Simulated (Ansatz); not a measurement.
# F₂GeH₆Si₂: up Jacob's ladder to CCSD(T)

Aim: compute F₂GeH₆Si₂ with functionals from several rungs and with coupled cluster. The yardstick is the atomisation energy at the CCSD(T) limit.

Program: Ansatz 0.2.0, Gaussian basis. Level of theory: functionals in def2-TZVPP, the program's frozen cores in correlated methods. These are calculated values, not measurements.

Levels to be run: LDA (SPW92), PBE-D4, revPBE-D4, BLYP-D4, r2SCAN-D4, B97M-V, PBE0-D4, B3LYP-D4, r2SCANh-D4, r2SCAN0-D4, HSE06-D4, BHLYP-D4, CAM-B3LYP-D4, LC-ωPBE, ωB97X-V, ωB97M-V, B2PLYP, PBE-QIDH; CCSD(T)/def2-SVP; CCSD(T)/def2-TZVPP; MP2/def2-QZVPP; extrapolation to the limit; RPA on PBE.

### Step 1. The relaxed structure

The geometry comes from an earlier relaxation with PBE0-D4 in a triple-zeta def2 set; it is a stationary point, not always the lowest conformer.

SMILES `[F][Ge]([F])([SiH3])[SiH3]`, 11 atoms, charge 0, spin multiplicity 1.

Atoms are counted from 1 here; the program's logs count them from 0.

Bond lengths: F1–Ge2 1.745 Å, Ge2–F3 1.745 Å, Ge2–Si4 2.396 Å, Ge2–Si5 2.396 Å, Si4–H6 1.485 Å, Si4–H7 1.485 Å, Si4–H8 1.483 Å, Si5–H9 1.485 Å, Si5–H10 1.483 Å, Si5–H11 1.485 Å. Angles: F1–Ge2–F3 103.2°, F1–Ge2–Si4 106.7°, F1–Ge2–Si5 106.7°, F3–Ge2–Si4 106.7°, F3–Ge2–Si5 106.7°, Si4–Ge2–Si5 124.9°, Ge2–Si4–H6 108.4°, Ge2–Si4–H7 108.4°, Ge2–Si4–H8 109.0°, H6–Si4–H7 109.7°, H6–Si4–H8 110.7°, H7–Si4–H8 110.7°, Ge2–Si5–H9 108.4°, Ge2–Si5–H10 109.0°, Ge2–Si5–H11 108.4°, H9–Si5–H10 110.7°, H9–Si5–H11 109.7°, H10–Si5–H11 110.7°.

Coordinates:

```xyz
11
charge 0, multiplicity 1
F     0.56405   -2.14942   -0.50774
Ge    0.20417   -0.64454    0.29897
F     0.43128   -1.03255    1.98504
Si   -2.13882   -0.24378   -0.00558
Si    1.94749    0.88871   -0.29508
H    -2.50987    0.97308    0.76018
H    -2.39220   -0.02053   -1.45152
H    -2.89654   -1.42099    0.48299
H     1.74171    2.14907    0.46251
H     3.25794    0.28279    0.04292
H     1.85609    1.16107   -1.75189
```

### Step 2. LDA

This LDA is Slater exchange with PW92 correlation.

The input, in.yaml:

```yaml
crystal:
  periodic: [false, false, false]
  atoms:
    - {symbol: F, position_ang: [0.564050, -2.149425, -0.507742]}
    - {symbol: Ge, position_ang: [0.204174, -0.644539, 0.298968]}
    - {symbol: F, position_ang: [0.431275, -1.032554, 1.985039]}
    - {symbol: Si, position_ang: [-2.138817, -0.243781, -0.005575]}
    - {symbol: Si, position_ang: [1.947491, 0.888711, -0.295079]}
    - {symbol: H, position_ang: [-2.509872, 0.973078, 0.760184]}
    - {symbol: H, position_ang: [-2.392197, -0.020526, -1.451521]}
    - {symbol: H, position_ang: [-2.896541, -1.420987, 0.482988]}
    - {symbol: H, position_ang: [1.741705, 2.149072, 0.462508]}
    - {symbol: H, position_ang: [3.257938, 0.282785, 0.042915]}
    - {symbol: H, position_ang: [1.856093, 1.161066, -1.751886]}
basis:
  gaussian: {orbitals: def2-TZVPP}
hamiltonian: {xc: lda}
output: {orbitals: {seedname: orbitals}}
```

The run is started by

```console
ansatz run in.yaml --threads 4 --pin off --events-out ev --progress --plain --max-ram 11315MiB
```

Further steps of the session: PBE-D4 (GGA); revPBE-D4 (GGA); BLYP-D4 (GGA); r2SCAN-D4 (meta-GGA); B97M-V (meta-GGA); PBE0-D4 (hybrid); B3LYP-D4 (hybrid); r2SCANh-D4 (hybrid); r2SCAN0-D4 (hybrid); HSE06-D4 (hybrid); BHLYP-D4 (hybrid); CAM-B3LYP-D4 (range-separated); LC-ωPBE (range-separated); ωB97X-V (range-separated); ωB97M-V (range-separated); B2PLYP (double hybrid); PBE-QIDH (double hybrid); CCSD(T) in def2-SVP; CCSD(T) in def2-TZVPP; MP2 in def2-QZVPP; RPA on PBE orbitals.

**Question.** What will the summary of the whole plan be? Wanted: atomisation energy, CCSD(T)/CBS; farthest beyond LDA; mean size of error, GGA; mean size of error, meta-GGA; mean size of error, hybrid; mean size of error, range-separated; mean size of error, double hybrid; gap, smallest and largest; T1 diagnostic.

As calculated:

| quantity | value |
| --- | --- |
| atomisation energy, CCSD(T)/CBS | 3393.4 kJ/mol |
| functionals within 33.9 kJ/mol (1.0 %) | PBE-D4, r2SCAN-D4, B97M-V, B3LYP-D4, r2SCANh-D4, CAM-B3LYP-D4, ωB97X-V, ωB97M-V |
| farthest beyond LDA | BHLYP-D4 (-100.7 kJ/mol) |
| mean size of error, GGA | 56.3 kJ/mol |
| mean size of error, meta-GGA | 8.9 kJ/mol |
| mean size of error, hybrid | 62.1 kJ/mol |
| mean size of error, range-separated | 27.0 kJ/mol |
| mean size of error, double hybrid | 66.5 kJ/mol |
| gap, smallest and largest | 5.02 eV (LDA (SPW92)), 11.63 eV (LC-ωPBE) |
| T1 diagnostic | 0.0132 |
| triples share of the correlation energy | 3.1 % |

In words: LDA overbinds by 403.9 kJ/mol (12 %). PBE-D4 misses by -25.8 kJ/mol. Double hybrids carry the basis error of their MP2 part in triple zeta, and no dispersion term here, so their miss is partly the set-up's. The rungs meta-GGA, range-separated miss on average by less than the doubt on the reference (33.9 kJ/mol), so they tie. Misses under about 33.9 kJ/mol are within the doubt on the reference itself, which lacks core-valence correlation, relativity and higher excitations, and its outer-core shells are covered unevenly. Hartree-Fock recovers 74 % of the binding; the rest is correlation. CCSD(T) in def2-SVP is off by -259.1 kJ/mol, more than most functionals: a good method in a small basis is no reference. The gap grows from 5.0 to 11.6 eV across the functionals, mostly with the share of exact exchange. Correlated methods include outer-core shells of Ge, which these sets cover unevenly.
